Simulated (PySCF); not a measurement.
# C2H2ClSi− (SMILES C#C[SiH-]Cl): a chain of runs

Aim: the energy along one coordinate (HSE12-D4/pcSseg-1), then an energy scan (HF/pc-1) of C2H2ClSi−. 

Program for the calculation: PySCF 2.14.0.

**1. Starting point**

The species is C2H2ClSi− (6 atoms), meant as a singlet with charge -1. SMILES: `C#C[SiH-]Cl`. The coordinates come from a GFN2-xTB relaxation.

Bond lengths: C1–C2 1.207 Å, C2–Si3 1.864 Å, Si3–Cl4 2.314 Å, C1–H5 1.058 Å, Si3–H6 1.496 Å. Angles: C1–C2–Si3 165.5°, C2–Si3–Cl4 98.2°, C2–C1–H5 176.1°, C2–Si3–H6 98.2°, Cl4–Si3–H6 94.0°.

**2. The energy along one coordinate at HSE12-D4/pcSseg-1 (density fitting with cc-pvqz-jkfit) (run 1)**

Contents of run.py:

```python
# C#C[SiH-]Cl
import numpy
from pyscf import gto, dft
from scipy.spatial.transform import Rotation

mol = gto.M(
    atom=[
    ('C', (0.758700, 0.541450, -1.456510)),
    ('C', (0.250300, 0.345680, -0.379210)),
    ('Si', (-0.094570, 0.107390, 1.437140)),
    ('Cl', (-0.513450, -2.167770, 1.399230)),
    ('H', (1.141620, 0.692060, -2.430770)),
    ('H', (-1.542600, 0.481190, 1.430120)),
],
    charge=-1,
    spin=0,
    max_memory=1860,
    verbose=3,
    basis='pcsseg-1',
)

x0 = mol.atom_coords(unit='angstrom')
axis = x0[1] - x0[2]
r0 = -109.433  # dihedral 4-3-2-1 of the start, degrees
axis /= numpy.linalg.norm(axis)
dm = None
scan, good = [], []
for r in [0, 40, 80, 120, 160]:
    xyz = x0.copy()
    xyz[[0, 1, 4]] = Rotation.from_rotvec(axis * numpy.radians(r - r0)).apply(x0[[0, 1, 4]] - x0[1]) + x0[1]
    mol.set_geom_(xyz, unit='angstrom')
    calc0 = dft.RKS(mol, xc='hse12')
    calc0 = calc0.density_fit(auxbasis='cc-pvqz-jkfit')
    calc0.disp = 'd4'
    calc0.kernel(dm0=dm)
    dm = calc0.make_rdm1()
    etot = calc0.e_tot
    scan.append((r, etot))
    good.append(calc0.converged)
    print('dihedral = %.1f deg   E = %.8f Eh   converged: %s' % (r, etot, good[-1]))

e0 = min(e for r, e in scan)
print('angle   E - Emin (kcal/mol)')
for r, e in scan:
    print('%6.3f %10.3f' % (r, (e - e0) * 627.5095))
```

Started as:

```console
OMP_NUM_THREADS=1 python run.py
```

The log of the run:

```text
converged SCF energy = -826.757917823919
dihedral = 0.0 deg   E = -826.75791782 Eh   converged: True
converged SCF energy = -826.756405752874
dihedral = 40.0 deg   E = -826.75640575 Eh   converged: True
converged SCF energy = -826.756509218382
dihedral = 80.0 deg   E = -826.75650922 Eh   converged: True
converged SCF energy = -826.758268701442
dihedral = 120.0 deg   E = -826.75826870 Eh   converged: True
converged SCF energy = -826.760432276067
dihedral = 160.0 deg   E = -826.76043228 Eh   converged: True
angle   E - Emin (kcal/mol)
 0.000      1.578
40.000      2.527
80.000      2.462
120.000      1.358
160.000      0.000
```

It took 84 s on 1 thread of Intel Xeon at 2.50GHz (Skylake/Cascade Lake), shared host; peak memory 0.42 GiB.

The scan, from its lowest point:

| Cl4–Si3–C2–C1 (°) | energy (kJ/mol) |
| --- | --- |
| 0.000 | 6.6 |
| 40.000 | 10.6 |
| 80.000 | 10.3 |
| 120.000 | 5.7 |
| 160.000 | 0.0 |

**3. The energy along one coordinate at HF/pc-1 (run 2)**

Contents of input.xyz:

```xyz
6

C      0.758700     0.541450    -1.456510
C      0.250300     0.345680    -0.379210
Si    -0.094570     0.107390     1.437140
Cl    -0.513450    -2.167770     1.399230
H      1.141620     0.692060    -2.430770
H     -1.542600     0.481190     1.430120
```

Contents of job.py:

```python
import numpy
from pyscf import gto, scf
from scipy.spatial.transform import Rotation

molecule = gto.Mole()
molecule.atom = 'input.xyz'
molecule.spin = 0
molecule.basis = 'pc-1'
molecule.verbose = 3
molecule.max_memory = 1860
molecule.charge = -1
molecule.build()

x0 = molecule.atom_coords(unit='angstrom')
axis = x0[1] - x0[2]
r0 = -109.433  # dihedral 4-3-2-1 of the start, degrees
axis /= numpy.linalg.norm(axis)
dm = None
scan, good = [], []
for r in [0, 40, 80, 120, 160]:
    xyz = x0.copy()
    xyz[[0, 1, 4]] = Rotation.from_rotvec(axis * numpy.radians(r - r0)).apply(x0[[0, 1, 4]] - x0[1]) + x0[1]
    molecule.set_geom_(xyz, unit='angstrom')
    mf = scf.RHF(molecule)
    mf.kernel(dm0=dm)
    dm = mf.make_rdm1()
    etot = mf.e_tot
    scan.append((r, etot))
    good.append(mf.converged)
    print('dihedral = %.1f deg   E = %.8f Eh   converged: %s' % (r, etot, good[-1]))

e0 = min(e for r, e in scan)
print('angle   E - Emin (kcal/mol)')
for r, e in scan:
    print('%6.3f %10.3f' % (r, (e - e0) * 627.5095))
```

Started as:

```console
OMP_NUM_THREADS=1 python job.py
```

The log of the run:

```text
converged SCF energy = -825.279522588271
dihedral = 0.0 deg   E = -825.27952259 Eh   converged: True
converged SCF energy = -825.278280019725
dihedral = 40.0 deg   E = -825.27828002 Eh   converged: True
converged SCF energy = -825.2785308473
dihedral = 80.0 deg   E = -825.27853085 Eh   converged: True
converged SCF energy = -825.280269899312
dihedral = 120.0 deg   E = -825.28026990 Eh   converged: True
converged SCF energy = -825.282294597429
dihedral = 160.0 deg   E = -825.28229460 Eh   converged: True
angle   E - Emin (kcal/mol)
 0.000      1.739
40.000      2.519
80.000      2.362
120.000      1.271
160.000      0.000
```

It took 9.6 s on 1 thread of Intel Xeon at 2.50GHz (Skylake/Cascade Lake), shared host; peak memory 0.13 GiB.

The scan, from its lowest point:

| Cl4–Si3–C2–C1 (°) | energy (kJ/mol) |
| --- | --- |
| 0.000 | 7.3 |
| 40.000 | 10.5 |
| 80.000 | 9.9 |
| 120.000 | 5.3 |
| 160.000 | 0.0 |
